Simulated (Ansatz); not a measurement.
# C2H8AlBSi: a ladder of functionals and wavefunction methods

One table from this session's results is given with a row withheld; the runs are named, their logs left out.

Program: Ansatz 0.2.0, Gaussian basis. Level of theory: functionals in def2-TZVPP, the program's frozen cores in correlated methods. These are calculated values, not measurements.

The runs, in order: PBE-D4, r2SCAN-D4, PBE0-D4, B3LYP-D4, ωB97X-V, ωB97M-V, B2PLYP; CCSD(T)/def2-TZVPP; MP2/def2-QZVPP; extrapolation to the limit.

### Structure used throughout

The geometry comes from an earlier relaxation with PBE0-D4 in a triple-zeta def2 set; it is a stationary point, not always the lowest conformer.

13 atoms, charge 0, spin multiplicity 1.

Atoms are counted from 1 here; the program's logs count them from 0.

Bond lengths: C1–Si2 1.903 Å, C1–H6 1.095 Å, C1–H7 1.092 Å, C1–H8 1.092 Å, Si2–Al3 2.393 Å, Si2–B4 2.115 Å, Si2–C5 1.904 Å, Al3–H9 1.585 Å, Al3–H10 1.596 Å, B4–C5 1.528 Å, B4–H11 1.193 Å, C5–H12 1.093 Å, C5–H13 1.088 Å. Angles: Si2–C1–H6 107.9°, Si2–C1–H7 111.0°, Si2–C1–H8 113.8°, H6–C1–H7 107.5°, H6–C1–H8 107.5°, H7–C1–H8 108.9°, C1–Si2–Al3 110.9°, C1–Si2–B4 99.6°, C1–Si2–C5 107.9°, Al3–Si2–B4 61.9°, Al3–Si2–C5 99.9°, B4–Si2–C5 44.3°, Si2–Al3–H9 114.2°, Si2–Al3–H10 120.5°, H9–Al3–H10 124.2°, Si2–B4–C5 60.5°, Si2–B4–H11 161.1°, C5–B4–H11 133.4° and more.

The first run:

Input file in.yaml:

```yaml
crystal:
  periodic: [false, false, false]
  atoms:
    - {symbol: C, position_ang: [-1.783444, 0.665811, 0.433539]}
    - {symbol: Si, position_ang: [0.038754, 1.005026, 0.001708]}
    - {symbol: Al, position_ang: [1.499612, -0.216379, 1.450848]}
    - {symbol: B, position_ang: [0.629128, -0.939008, -0.587299]}
    - {symbol: C, position_ang: [0.418686, 0.138071, -1.649968]}
    - {symbol: H, position_ang: [-2.372878, 1.527540, 0.103136]}
    - {symbol: H, position_ang: [-1.917894, 0.569359, 1.512597]}
    - {symbol: H, position_ang: [-2.195493, -0.219704, -0.055020]}
    - {symbol: H, position_ang: [0.936420, -0.422388, 2.917540]}
    - {symbol: H, position_ang: [3.005815, -0.516573, 1.018137]}
    - {symbol: H, position_ang: [0.714940, -2.128210, -0.631124]}
    - {symbol: H, position_ang: [1.358065, 0.520390, -2.058317]}
    - {symbol: H, position_ang: [-0.311309, -0.018735, -2.441179]}
basis:
  gaussian: {orbitals: def2-TZVPP}
hamiltonian: {xc: pbe, dispersion: d4}
output: {forces: true, orbitals: {seedname: orbitals}}
```

Command:

```console
> ansatz run in.yaml --threads 4 --pin off --events-out ev --progress --plain --max-ram 10444MiB
```

Steps of the session up to this table: PBE-D4 (GGA); r2SCAN-D4 (meta-GGA); PBE0-D4 (hybrid); B3LYP-D4 (hybrid); ωB97X-V (range-separated); ωB97M-V (range-separated); B2PLYP (double hybrid); CCSD(T) in def2-TZVPP; MP2 in def2-QZVPP.

One table of the session follows, with a row left open; its other results are not shown here.

| method | atomisation energy (eV) |
| --- | --- |
| PBE-D4 | 46.374 |
| r2SCAN-D4 | 46.152 |
| PBE0-D4 | 45.944 |
| B3LYP-D4 | 45.661 |
| ωB97X-V | ? |
| ωB97M-V | 45.834 |
| B2PLYP | 45.063 |
| HF/def2-TZVPP | 34.312 |
| MP2/def2-TZVPP | 44.833 |
| CCSD/def2-TZVPP | 43.864 |
| CCSD(T)/def2-TZVPP | 44.499 |
| MP2/CBS | 45.895 |
| CCSD(T)/CBS | 45.561 |

Q: Estimate the row for ωB97X-V from the others.

The run gave: atomisation energy (eV): 45.849. In the column «atomisation energy (eV)» it lies between ωB97M-V (45.834) and MP2/CBS (45.895).
